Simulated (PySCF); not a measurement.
# [Sm(H2CO)]2+: other functionals and bases at one geometry

One table from this session's results is given with a row withheld; the runs are named, their logs left out.

The runs use PySCF 2.14.0; several levels, as the steps say, no spin–orbit coupling.

1 further run of the same task is left out (for a known fault of the program).

## Starting geometry

5 atoms, charge 2, spin multiplicity 1.

Bond lengths: Sm1–O2 2.361 Å, O2–C3 1.230 Å, C3–H4 1.108 Å, C3–H5 1.108 Å. Angles: Sm1–O2–C3 180.0°, O2–C3–H4 120.5°, O2–C3–H5 120.5°, H4–C3–H5 118.9°.

Geometry (Å):

```xyz
5
CH2OSm
Sm    0.00000    0.00000   -0.30052
O     0.00000    0.00000    2.06048
C     0.00000    0.00000    3.29004
H     0.95422    0.00000    3.85304
H    -0.95422    0.00000    3.85304
```

Formal oxidation states: Sm +2. Each metal's 6 4f electrons lie in its core potential, so multiplicities, spins and levels count the valence alone. An earlier session relaxed this geometry at PBE0, Sm lcecp-0-SVP with ECP52, O def2-SVP, C def2-SVP, H def2-SVP (singlet, point group C2v).

At PBE0 on the finer grid: E = -142.581583 Eh, frontier levels not given, since the 4f levels lie in the core, Mulliken charge on Sm1 +1.75 e, largest force component 0.005 eV/Å. 

Levels to run: HF; r2SCAN; PBE0, TZVP. Hardware: 2 threads of Arm Neoverse V2, shared host.

Set-up of the first run:

The input, run.py (the lines that set the calculation):

```python
mol = gto.M(atom='''
Sm     0.00000     0.00000    -0.30052
O      0.00000     0.00000     2.06048
C      0.00000     0.00000     3.29004
H      0.95422     0.00000     3.85304
H     -0.95422     0.00000     3.85304''',
    basis={'Sm': 'lcecp-0-SVP', 'O': 'def2-SVP', 'C': 'def2-SVP', 'H': 'def2-SVP'},
    ecp={'Sm': 'lcecp-0-SVP'},
    charge=2, spin=0)
mf = scf.RHF(mol)
mf = mf.density_fit()  # fitting sets: Sm AutoAux, O def2-universal-JKFIT, C def2-universal-JKFIT, H def2-universal-JKFIT
mf.conv_tol = 1e-08; mf.max_cycle = 55
mf.kernel(dm0)  # dm0: the density of the relaxed state
```

Launch:

```sh
$ OMP_NUM_THREADS=2 python run.py
```

Steps of the session up to this table: HF; r2SCAN; PBE0, TZVP.

One table of the session follows, with a row left open; its other results are not shown here.

```
              level  dipole (D)  largest force component (eV/Å)
PBE0 (relaxed here)        2.08                            0.01
                 HF           ?                               ?
             r2SCAN        2.06                            0.34
         PBE0, TZVP        2.13                            0.28
```

**Question.** Estimate the row for HF.

**Answer.** dipole (D): 2.15; largest force component (eV/Å): 1.54. In the column «dipole (D)» it is the highest.

The dipole of a charged species depends on the origin, so these sizes hold for this origin alone.

The largest leftover force, 1.54 eV/Å with HF, stands at a geometry relaxed at another level. With 4f in the core, its levels are missing from HOMO and gap, and its count is fixed, so no charge can pass from the ligands into it. Total energies of different levels can't be compared.
